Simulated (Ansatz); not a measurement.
# Na3MgBiO4: the cost of one run

Computed with Ansatz 0.2.0 (DFT PBE, scalar-relativistic, plane waves, PAW, unless a step's input says otherwise).

### 1 The starting structure

It takes space group Amm2 (No. 38, orthorhombic). The conventional cell has a = 3.348 Å, b = 6.556 Å, c = 11.717 Å, α = 90.00°, β = 90.00°, γ = 90.00°. Na (site symmetry m) is surrounded by 5 O at 2.44 to 2.53 Å and 1 Mg at 2.63 Å. Around Na (site symmetry mm2) lie 5 O at 2.26 to 2.45 Å. Around Mg (site symmetry mm2) lie 4 O at 1.99 to 2.03 Å. Around Bi (site symmetry mm2) lie 5 O at 2.15 to 2.46 Å. O (site symmetry m) is surrounded by 1 Mg at 2.03 Å and 3 Na at 2.45 to 2.50 Å and 2 Bi at 2.46 Å. O (site symmetry mm2) has 2 Mg at 1.99 Å and 4 Na at 2.53 Å as nearest neighbours. O (site symmetry mm2) has 1 Bi at 2.15 Å and 5 Na at 2.26 to 2.44 Å as nearest neighbours.

Coordinates:

```
Na Mg Bi O
1.0
     3.34788    0.00000    0.00000
     0.00000    3.27782    5.85825
     0.00000   -3.27782    5.85825
Na Mg Bi O
3 1 1 4
Direct
  0.00000 0.04357 0.53637
  0.50000 0.93023 0.93023
  0.00000 0.53637 0.04357
  0.00000 0.11265 0.11265
  0.50000 0.55360 0.55360
  0.00000 0.24267 0.76368
  0.50000 0.20517 0.20517
  0.00000 0.76368 0.24267
  0.50000 0.73701 0.73701
```

(A quick probe on a coarse mesh, which set the mesh and smearing, is not shown.)

### 3 Relaxing cell and atoms

input.yaml reads:

```yaml
crystal:
  lattice:
    - [3.347880589, 0.0, 0.0]
    - [0.0, 3.2778160922, 5.8582531483]
    - [0.0, -3.2778160922, 5.8582531483]
  atoms:
    - { symbol: Na, position: [0.0, 0.04356811, 0.5363677] }
    - { symbol: Na, position: [0.5, 0.93023343, 0.93023343] }
    - { symbol: Na, position: [0.0, 0.5363677, 0.04356811] }
    - { symbol: Mg, position: [0.0, 0.11265373, 0.11265373] }
    - { symbol: Bi, position: [0.5, 0.55359805, 0.55359805] }
    - { symbol: O, position: [0.0, 0.24266945, 0.76367503] }
    - { symbol: O, position: [0.5, 0.20516884, 0.20516884] }
    - { symbol: O, position: [0.0, 0.76367503, 0.24266945] }
    - { symbol: O, position: [0.5, 0.73700777, 0.73700777] }
basis:
  ecutwfc: 420
kpoints:
  mp_grid: { grid: [8, 6, 6] }
hamiltonian:
  xc: pbe
scf:
  occupations: { method: gaussian, width: 0.02 }
output:
  forces: true
  stress: true
  eigenvalues: true
  write_density: true
  write_potential: true
  elf: true
  volumetric_format: npy
relax:
  adjacent_minimum: "off"
  f_tol: 0.01
  max_steps: 80
  cell: { stress_tol: 0.05 }
```

On the command line:

```console
$ ansatz run input.yaml --threads 1 --pin off --max-ram 2560MiB --backend cpu --events-out ev --progress --plain --runs-dir out
```

**Question.** How long does this run take on 1 thread of Arm Neoverse V2, shared host, and how much memory does it need?

About 2.9 min, with a peak of 0.55 GiB.
